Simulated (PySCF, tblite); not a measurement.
# CH7FP2Si: a rotation path, then NMR shifts on frames

Aim: move CH7FP2Si (`FC[SiH](P)P`) away from its starting geometry and see how NMR shifts follow the geometry.

Programs: tblite 0.8.0 and PySCF 2.14.0, with density-fitted response routines of our own. Each step states its level of theory. These are calculated values for one molecule in the gas phase, unless marked as measured. Atoms are numbered from 0 throughout.

## Step 1: Starting geometry

12 atoms, charge 0, multiplicity 1; geometry from: GFN2-xTB.

Bonds of the start (Å): F0–C1 1.38, C1–Si2 1.93, Si2–P3 2.26, Si2–P4 2.26, C1–H5 1.09, C1–H6 1.09, Si2–H7 1.47, P3–H8 1.39, P3–H9 1.38, P4–H10 1.38, P4–H11 1.38.

## Step 2: The rotation path with GFN2-xTB

Job settings and geometry (Å):

```
{"job": {"kind": "neb", "xc": "GFN2-xTB", "basis": "xTB", "atoms": [0, 1, 2, 3], "turn": 120}, "charge": 0, "multiplicity": 1}
F      0.583591     2.413916    -0.249602
C     -0.477818     1.561671    -0.032386
Si    -0.008184    -0.224699    -0.602912
P      2.008946    -0.864815     0.184280
P     -1.784681    -1.485323    -0.016555
H     -1.324578     1.966213    -0.591560
H     -0.706696     1.618856     1.036079
H      0.080726    -0.206999    -2.070342
H      1.663532    -0.731289     1.523831
H      2.546933     0.409543     0.131134
H     -1.308356    -1.819727     1.239947
H     -1.272217    -2.638032    -0.577940
```

Method: GFN2-xTB climbing-image nudged elastic band, gas phase.

Started as:

```console
$ OMP_NUM_THREADS=1 python probes_run.py task.json out
```

One launch serves the whole session: the jobs run in the order shown.

Log:

```text
image   E - E0 / eV
  0       0.0000
  1       0.0086
  2       0.0242
  3       0.0417
  4       0.0558
  5       0.0634
  6       0.0648
  7       0.0632
  8       0.0598
```

It took 7.2 s on 1 thread of Intel Xeon at 2.50GHz, shared host; peak memory 0.18 GiB.

The final band, with the dihedral F0–C1–Si2–P3:

```csv
image,dihedral (°),energy (eV),energy (kcal/mol)
0,48,0.000,0.0
1,63,0.009,0.2
2,78,0.024,0.6
3,94,0.042,1.0
4,109,0.056,1.3
5,124,0.063,1.5
6,139,0.065,1.5
7,154,0.063,1.5
8,168,0.060,1.4
```

## Step 3: Shielding tensors: image 0, PBE0/pcSseg-1

Job settings and geometry (Å):

```
{"job": {"kind": "nmr", "xc": "PBE0", "basis": "pcSseg-1", "pop": false}, "charge": 0, "multiplicity": 1}
F      0.583600     2.413900    -0.249600
C     -0.477800     1.561700    -0.032400
Si    -0.008200    -0.224700    -0.602900
P      2.008900    -0.864800     0.184300
P     -1.784700    -1.485300    -0.016600
H     -1.324600     1.966200    -0.591600
H     -0.706700     1.618900     1.036100
H      0.080700    -0.207000    -2.070300
H      1.663500    -0.731300     1.523800
H      2.546900     0.409500     0.131100
H     -1.308400    -1.819700     1.239900
H     -1.272200    -2.638000    -0.577900
```

Method: GIAO PBE0/pcSseg-1 NMR shielding, non-relativistic, gas phase.

Log:

```text
coarse grid: 11384 points
cycle   1  E = -1113.7014543446  dE =  1.895e-01  |g| = 4.339e-01  |ddm| = 3.008e+00
cycle   2  E = -1113.6800534615  dE =  2.140e-02  |g| = 5.983e-01  |ddm| = 7.847e-01
cycle   3  E = -1113.7345313063  dE = -5.448e-02  |g| = 4.620e-02  |ddm| = 4.437e-01
cycle   4  E = -1113.7349017500  dE = -3.704e-04  |g| = 1.908e-02  |ddm| = 5.676e-02
cycle   5  E = -1113.7349853245  dE = -8.357e-05  |g| = 3.867e-03  |ddm| = 2.100e-02
cycle   6  E = -1113.7349886214  dE = -3.297e-06  |g| = 1.355e-03  |ddm| = 5.853e-03
final grid: 96200 points
cycle   7  E = -1113.7705607022  dE = -2.133e-05  |g| = 6.464e-03  |ddm| = 2.342e-02
cycle   8  E = -1113.7705545266  dE =  6.176e-06  |g| = 8.532e-03  |ddm| = 1.275e-02
cycle   9  E = -1113.7705704292  dE = -1.590e-05  |g| = 7.521e-04  |ddm| = 6.833e-03
cycle  10  E = -1113.7705705258  dE = -9.657e-08  |g| = 1.954e-04  |ddm| = 8.415e-04
cycle  11  E = -1113.7705705316  dE = -5.774e-09  |g| = 4.411e-05  |ddm| = 1.801e-04
cycle  12  E = -1113.7705705320  dE = -4.729e-10  |g| = 8.769e-06  |ddm| = 6.228e-05
converged SCF energy = -1113.7705705320

GIAO shielding tensors (ppm)
atom      isotropic    diamagn.    paramagn.     s11        s22        s33       span
  0 F      460.359     472.379     -12.020    414.748    471.593    494.737     79.989
  1 C      105.691     248.876    -143.186     59.552     84.606    172.914    113.362
  2 Si     373.918     880.675    -506.757    320.369    391.781    409.602     89.233
  3 P      610.852     967.586    -356.734    537.078    624.497    670.981    133.903
  4 P      620.852     967.418    -346.567    558.549    615.409    688.598    130.049
  5 H       26.604      29.470      -2.866     21.974     27.771     30.067      8.093
  6 H       27.178      30.686      -3.508     22.218     28.138     31.179      8.961
  7 H       27.019      29.387      -2.368     24.225     24.527     32.305      8.080
  8 H       30.697      31.154      -0.457     25.788     27.996     38.306     12.517
  9 H       29.707      30.571      -0.864     23.802     27.457     37.862     14.059
 10 H       30.817      30.863      -0.046     25.378     28.687     38.386     13.008
 11 H       30.543      29.952       0.591     25.406     27.289     38.935     13.528
```

Run time: 30 s. Hardware: 1 thread of Intel Xeon at 2.50GHz, shared host; peak memory 0.7 GiB.

Shifts follow as δ = σ(reference) − σ, with reference shieldings (ppm) from runs at the same level and on the same kind of geometry: 1H TMS 31.72, 13C TMS 186.9, 29Si TMS 349.2, 19F CFCl3 170.9, 31P H3PO4 318.4. The references are single molecules in the gas phase, so shifts against H2O, NH3, PH3, H3PO4 or CFCl3 are not on the usual liquid scales and can be off by tens of ppm. Each atom is listed at this fixed geometry, with no averaging over motion; a spectrum would average atoms that exchange fast.

```csv
atoms,environment,σ (ppm),δ (ppm)
C1,sp3 CH2 bonded to F and Si,105.7,81.2
H5,hydrogen on an sp3 CH2 bonded to F and Si,26.60,5.11
H7,"hydrogen on a silicon bonded to C, 2 P",27.02,4.70
H6,hydrogen on an sp3 CH2 bonded to F and Si,27.18,4.54
H9,hydrogen on a phosphorus bonded to Si,29.71,2.01
H11,hydrogen on a phosphorus bonded to Si,30.54,1.17
H8,hydrogen on a phosphorus bonded to Si,30.70,1.02
H10,hydrogen on a phosphorus bonded to Si,30.82,0.90
F0,fluorine on an sp3 carbon,460.4,-289.4
Si2,"silicon bonded to C, 2 P, H",373.9,-24.8
P3,"phosphorus bonded to Si, 2 H",610.9,-292.5
P4,"phosphorus bonded to Si, 2 H",620.9,-302.5
```

## Step 4: NMR shieldings: image 3, PBE0/pcSseg-1

Job settings and geometry (Å):

```
{"job": {"kind": "nmr", "xc": "PBE0", "basis": "pcSseg-1", "pop": false}, "charge": 0, "multiplicity": 1}
F      0.049300     2.476100    -0.936700
C     -0.433500     1.578000    -0.012300
Si     0.029300    -0.214900    -0.580600
P      1.971800    -0.921200     0.341100
P     -1.798900    -1.475400    -0.178900
H     -1.513900     1.736100     0.049000
H      0.016400     1.853000     0.945500
H      0.256700    -0.141800    -2.028400
H      1.558400    -0.775500     1.659300
H      2.548200     0.338800     0.319800
H     -1.433600    -1.829100     1.110400
H     -1.249100    -2.624800    -0.714300
```

With the program's defaults for keys left out, this is: GIAO PBE0/pcSseg-1 NMR shielding, non-relativistic, gas phase.

Log:

```text
coarse grid: 11384 points
cycle   1  E = -1113.6968362315  dE =  1.900e-01  |g| = 4.390e-01  |ddm| = 3.004e+00
cycle   2  E = -1113.6748676395  dE =  2.197e-02  |g| = 6.057e-01  |ddm| = 7.715e-01
cycle   3  E = -1113.7311787491  dE = -5.631e-02  |g| = 4.615e-02  |ddm| = 4.248e-01
cycle   4  E = -1113.7315481769  dE = -3.694e-04  |g| = 1.941e-02  |ddm| = 5.735e-02
cycle   5  E = -1113.7316338930  dE = -8.572e-05  |g| = 3.860e-03  |ddm| = 2.074e-02
cycle   6  E = -1113.7316371152  dE = -3.222e-06  |g| = 1.354e-03  |ddm| = 5.614e-03
final grid: 96200 points
cycle   7  E = -1113.7670453264  dE = -2.254e-05  |g| = 6.609e-03  |ddm| = 2.436e-02
cycle   8  E = -1113.7670387922  dE =  6.534e-06  |g| = 8.739e-03  |ddm| = 1.343e-02
cycle   9  E = -1113.7670556786  dE = -1.689e-05  |g| = 7.765e-04  |ddm| = 7.140e-03
cycle  10  E = -1113.7670557806  dE = -1.020e-07  |g| = 1.956e-04  |ddm| = 8.426e-04
cycle  11  E = -1113.7670557862  dE = -5.607e-09  |g| = 4.525e-05  |ddm| = 1.693e-04
cycle  12  E = -1113.7670557867  dE = -4.923e-10  |g| = 8.076e-06  |ddm| = 6.116e-05
converged SCF energy = -1113.7670557867

GIAO shielding tensors (ppm)
atom      isotropic    diamagn.    paramagn.     s11        s22        s33       span
  0 F      449.568     471.562     -21.994    392.167    464.139    492.399    100.232
  1 C       99.803     249.409    -149.606     59.316     83.316    156.778     97.462
  2 Si     368.298     880.569    -512.271    323.710    375.925    405.258     81.547
  3 P      587.539     967.469    -379.930    534.222    604.410    623.987     89.764
  4 P      613.171     967.338    -354.167    565.143    611.688    662.683     97.540
  5 H       26.623      30.001      -3.379     22.126     28.041     29.701      7.576
  6 H       26.886      30.927      -4.041     23.286     27.800     29.571      6.285
  7 H       26.958      29.219      -2.260     24.584     24.702     31.589      7.005
  8 H       30.554      31.159      -0.605     25.968     28.048     37.646     11.677
  9 H       29.841      30.652      -0.811     24.389     27.278     37.855     13.466
 10 H       30.750      30.788      -0.038     25.462     28.674     38.114     12.651
 11 H       30.435      29.885       0.550     25.190     27.309     38.808     13.618
```

It took 28 s on 1 thread of Intel Xeon at 2.50GHz, shared host; peak memory 0.73 GiB.

This run: δ C1 87.1, F0 -278.6, Si2 -19.1, P3 -269.2, H5 5.09, H6 4.83 ppm.

## Step 5: Nuclear shieldings: image 6, PBE0/pcSseg-1

Job settings and geometry (Å):

```
{"job": {"kind": "nmr", "xc": "PBE0", "basis": "pcSseg-1", "pop": false}, "charge": 0, "multiplicity": 1}
F     -0.755800     2.311200    -1.129500
C     -0.370500     1.593100    -0.021800
Si     0.084800    -0.206000    -0.575800
P      1.937700    -0.967600     0.484100
P     -1.794700    -1.427900    -0.325300
H     -1.209900     1.625100     0.679900
H      0.476000     2.128700     0.415600
H      0.431800    -0.110100    -1.998500
H      1.420700    -0.832400     1.764600
H      2.544700     0.277300     0.535300
H     -1.526600    -1.806200     0.983300
H     -1.236800    -2.586000    -0.837900
```

Method: GIAO PBE0/pcSseg-1 NMR shielding, non-relativistic, gas phase.

Log:

```text
coarse grid: 11384 points
cycle   1  E = -1113.6963655594  dE =  1.894e-01  |g| = 4.400e-01  |ddm| = 3.002e+00
cycle   2  E = -1113.6738117988  dE =  2.255e-02  |g| = 6.095e-01  |ddm| = 7.773e-01
cycle   3  E = -1113.7311789447  dE = -5.737e-02  |g| = 4.594e-02  |ddm| = 4.244e-01
cycle   4  E = -1113.7315423032  dE = -3.634e-04  |g| = 1.916e-02  |ddm| = 5.734e-02
cycle   5  E = -1113.7316249368  dE = -8.263e-05  |g| = 3.922e-03  |ddm| = 2.035e-02
cycle   6  E = -1113.7316282114  dE = -3.275e-06  |g| = 1.368e-03  |ddm| = 5.529e-03
final grid: 96200 points
cycle   7  E = -1113.7669471598  dE = -2.146e-05  |g| = 6.691e-03  |ddm| = 2.335e-02
cycle   8  E = -1113.7669401588  dE =  7.001e-06  |g| = 8.950e-03  |ddm| = 1.328e-02
cycle   9  E = -1113.7669575188  dE = -1.736e-05  |g| = 7.449e-04  |ddm| = 7.172e-03
cycle  10  E = -1113.7669576128  dE = -9.397e-08  |g| = 1.919e-04  |ddm| = 8.214e-04
cycle  11  E = -1113.7669576183  dE = -5.498e-09  |g| = 4.387e-05  |ddm| = 1.708e-04
cycle  12  E = -1113.7669576188  dE = -4.679e-10  |g| = 7.954e-06  |ddm| = 5.874e-05
converged SCF energy = -1113.7669576188

GIAO shielding tensors (ppm)
atom      isotropic    diamagn.    paramagn.     s11        s22        s33       span
  0 F      443.612     471.260     -27.648    381.280    458.936    490.620    109.341
  1 C      100.989     249.410    -148.421     57.585     83.211    162.172    104.587
  2 Si     369.183     880.495    -511.311    332.778    370.339    404.433     71.655
  3 P      593.416     967.568    -374.152    523.964    599.322    656.962    132.998
  4 P      611.219     967.053    -355.834    554.623    608.861    670.171    115.547
  5 H       26.760      30.525      -3.765     23.252     27.947     29.080      5.828
  6 H       26.899      30.643      -3.744     22.314     28.000     30.381      8.066
  7 H       27.001      29.197      -2.196     24.144     25.178     31.681      7.536
  8 H       30.688      31.267      -0.579     26.034     28.350     37.680     11.647
  9 H       30.212      30.908      -0.696     24.687     27.463     38.487     13.799
 10 H       30.625      30.603       0.023     25.556     28.437     37.883     12.328
 11 H       30.336      29.690       0.647     25.035     27.167     38.807     13.772
```

It took 30 s on 1 thread of Intel Xeon at 2.50GHz, shared host; peak memory 0.73 GiB.

Key values: δ C1 85.9, F0 -272.7, Si2 -20.0, P3 -275.0, H5 4.96, H6 4.82 ppm.

## Step 6: Nuclear shieldings: image 7, PBE0/pcSseg-1

Job settings and geometry (Å):

```
{"job": {"kind": "nmr", "xc": "PBE0", "basis": "pcSseg-1", "pop": false}, "charge": 0, "multiplicity": 1}
F     -1.018600     2.211000    -1.063900
C     -0.349000     1.596800    -0.031500
Si     0.106000    -0.202800    -0.576000
P      1.924500    -0.980400     0.531600
P     -1.789900    -1.407000    -0.374800
H     -1.014500     1.630800     0.836800
H      0.532500     2.208800     0.175700
H      0.488300    -0.105500    -1.990500
H      1.368100    -0.848900     1.795400
H      2.539300     0.259100     0.610800
H     -1.556400    -1.794100     0.938700
H     -1.229000    -2.568600    -0.878300
```

With the program's defaults for keys left out, this is: GIAO PBE0/pcSseg-1 NMR shielding, non-relativistic, gas phase.

Log:

```text
coarse grid: 11384 points
cycle   1  E = -1113.6977450847  dE =  1.887e-01  |g| = 4.391e-01  |ddm| = 3.004e+00
cycle   2  E = -1113.6747671568  dE =  2.298e-02  |g| = 6.106e-01  |ddm| = 8.036e-01
cycle   3  E = -1113.7324916383  dE = -5.772e-02  |g| = 4.619e-02  |ddm| = 4.448e-01
cycle   4  E = -1113.7328581575  dE = -3.665e-04  |g| = 1.893e-02  |ddm| = 5.774e-02
cycle   5  E = -1113.7329387005  dE = -8.054e-05  |g| = 3.970e-03  |ddm| = 2.048e-02
cycle   6  E = -1113.7329420489  dE = -3.348e-06  |g| = 1.379e-03  |ddm| = 5.605e-03
final grid: 96200 points
cycle   7  E = -1113.7684087367  dE = -2.208e-05  |g| = 6.576e-03  |ddm| = 2.390e-02
cycle   8  E = -1113.7684021089  dE =  6.628e-06  |g| = 8.702e-03  |ddm| = 1.333e-02
cycle   9  E = -1113.7684189103  dE = -1.680e-05  |g| = 7.449e-04  |ddm| = 7.246e-03
cycle  10  E = -1113.7684190013  dE = -9.100e-08  |g| = 1.966e-04  |ddm| = 8.113e-04
cycle  11  E = -1113.7684190071  dE = -5.768e-09  |g| = 4.435e-05  |ddm| = 1.786e-04
cycle  12  E = -1113.7684190076  dE = -4.825e-10  |g| = 8.249e-06  |ddm| = 6.141e-05
converged SCF energy = -1113.7684190076

GIAO shielding tensors (ppm)
atom      isotropic    diamagn.    paramagn.     s11        s22        s33       span
  0 F      447.077     471.438     -24.362    392.678    466.452    482.100     89.422
  1 C      103.000     249.430    -146.430     56.609     83.420    168.971    112.362
  2 Si     372.265     880.474    -508.209    334.467    376.448    405.879     71.412
  3 P      601.973     967.596    -365.622    527.827    609.903    668.190    140.363
  4 P      613.158     966.954    -353.797    551.882    609.671    677.920    126.037
  5 H       26.874      30.626      -3.752     23.196     27.818     29.608      6.413
  6 H       26.896      30.415      -3.519     22.077     28.154     30.457      8.380
  7 H       27.037      29.212      -2.175     24.049     25.133     31.928      7.879
  8 H       30.782      31.292      -0.510     25.974     28.438     37.934     11.960
  9 H       30.351      30.960      -0.609     24.751     27.593     38.709     13.957
 10 H       30.623      30.547       0.076     25.552     28.369     37.947     12.395
 11 H       30.359      29.651       0.709     25.120     27.173     38.785     13.665
```

It took 29 s on 1 thread of Intel Xeon at 2.50GHz, shared host; peak memory 0.73 GiB.

Key values: δ C1 83.9, F0 -276.1, Si2 -23.1, P3 -283.6, H5 4.84, H6 4.82 ppm.

## Step 7: Nuclear shieldings: image 8, PBE0/pcSseg-1

Job settings and geometry (Å):

```
{"job": {"kind": "nmr", "xc": "PBE0", "basis": "pcSseg-1", "pop": false}, "charge": 0, "multiplicity": 1}
F     -1.213000     2.166200    -0.928200
C     -0.321600     1.607400    -0.043600
Si     0.108100    -0.193700    -0.600200
P      1.876700    -0.987600     0.572000
P     -1.774900    -1.419700    -0.423800
H     -0.794000     1.649600     0.942200
H      0.558200     2.256400    -0.037400
H      0.514200    -0.119500    -2.009700
H      1.271900    -0.842600     1.811700
H      2.511400     0.238500     0.678200
H     -1.564500    -1.778700     0.901600
H     -1.171400    -2.577000    -0.888900
```

With the program's defaults for keys left out, this is: GIAO PBE0/pcSseg-1 NMR shielding, non-relativistic, gas phase.

Log:

```text
coarse grid: 11384 points
cycle   1  E = -1113.6988552131  dE =  1.904e-01  |g| = 4.387e-01  |ddm| = 3.007e+00
cycle   2  E = -1113.6758995886  dE =  2.296e-02  |g| = 6.101e-01  |ddm| = 8.106e-01
cycle   3  E = -1113.7335097108  dE = -5.761e-02  |g| = 4.636e-02  |ddm| = 4.526e-01
cycle   4  E = -1113.7338801365  dE = -3.704e-04  |g| = 1.873e-02  |ddm| = 5.793e-02
cycle   5  E = -1113.7339588034  dE = -7.867e-05  |g| = 3.949e-03  |ddm| = 2.044e-02
cycle   6  E = -1113.7339621001  dE = -3.297e-06  |g| = 1.378e-03  |ddm| = 5.616e-03
final grid: 96200 points
cycle   7  E = -1113.7695374621  dE = -2.211e-05  |g| = 6.660e-03  |ddm| = 2.434e-02
cycle   8  E = -1113.7695305616  dE =  6.901e-06  |g| = 8.886e-03  |ddm| = 1.339e-02
cycle   9  E = -1113.7695478020  dE = -1.724e-05  |g| = 7.404e-04  |ddm| = 7.228e-03
cycle  10  E = -1113.7695478930  dE = -9.100e-08  |g| = 2.000e-04  |ddm| = 8.380e-04
cycle  11  E = -1113.7695478990  dE = -6.009e-09  |g| = 4.490e-05  |ddm| = 1.849e-04
cycle  12  E = -1113.7695478995  dE = -4.950e-10  |g| = 8.381e-06  |ddm| = 6.174e-05
converged SCF energy = -1113.7695478995

GIAO shielding tensors (ppm)
atom      isotropic    diamagn.    paramagn.     s11        s22        s33       span
  0 F      449.878     471.425     -21.547    401.981    470.154    477.500     75.519
  1 C      104.702     249.198    -144.496     55.669     83.406    175.031    119.362
  2 Si     374.475     880.532    -506.057    335.720    381.039    406.665     70.945
  3 P      607.358     967.679    -360.321    529.088    618.486    674.501    145.413
  4 P      613.915     966.879    -352.964    549.042    609.283    683.419    134.377
  5 H       26.968      30.673      -3.705     22.885     27.918     30.100      7.215
  6 H       26.832      30.189      -3.358     21.959     28.143     30.393      8.434
  7 H       27.037      29.230      -2.192     24.085     24.866     32.161      8.076
  8 H       30.871      31.358      -0.487     25.993     28.554     38.066     12.073
  9 H       30.470      31.020      -0.549     24.826     27.666     38.918     14.092
 10 H       30.659      30.563       0.096     25.562     28.421     37.993     12.431
 11 H       30.412      29.670       0.741     25.269     27.289     38.677     13.408
```

Wall time 28 s (1 thread of Intel Xeon at 2.50GHz, shared host); peak memory 0.72 GiB.

In short: δ C1 82.2, F0 -278.9, Si2 -25.3, P3 -289.0, H6 4.89, H5 4.75 ppm.

## Step 8: Run by run: NMR shifts

Shifts (ppm) of some atoms, chosen among heavy atoms and hydrogens apart, with basis size and wall time:

```csv
frame,C1,H5,H9,F0,Si2,P3,P4,functions,time
image 0,81.2,5.11,2.01,-289.4,-24.8,-292.5,-302.5,141,30 s
image 3,87.1,5.09,1.88,-278.6,-19.1,-269.2,-294.8,141,28 s
image 6,85.9,4.96,1.50,-272.7,-20.0,-275.0,-292.8,141,30 s
image 7,83.9,4.84,1.37,-276.1,-23.1,-283.6,-294.8,141,29 s
image 8,82.2,4.75,1.25,-278.9,-25.3,-289.0,-295.5,141,28 s
```

## Step 9: Summary of results

| quantity | value |
| --- | --- |
| barrier | 0.065 eV (1.5 kcal/mol) at image 6 |
| end to end (GFN2-xTB) | 0.060 eV |
| 13C shifts against TMS (PBE0/pcSseg-1, image 0) | 81.2 ppm |
| 1H shifts against TMS (PBE0/pcSseg-1, image 0) | 5.11, 4.70, 4.54, 2.01, 1.17, 1.02, 0.90 ppm |
| 19F shifts against CFCl3 (PBE0/pcSseg-1, image 0) | -289.4 ppm |
| 29Si shifts against TMS (PBE0/pcSseg-1, image 0) | -24.8 ppm |
| 31P shifts against H3PO4 (PBE0/pcSseg-1, image 0) | -292.5, -302.5 ppm |
| range of the shift of P3 | -292.5 to -269.2 ppm |

**Reading.** Along the band the dihedral turns by 120°, and the top (dihedral 139°) lies 1.5 kcal/mol above the start (GFN2-xTB, rough), so at room temperature this motion is fast. The top was not checked by a frequency run. Shifts at one fixed geometry are not the observed spectrum, which averages over the motion. In ppm, P3 moves most: its shift spreads over 23.3 ppm, from -292.5 (image 0) to -269.2 (image 3).
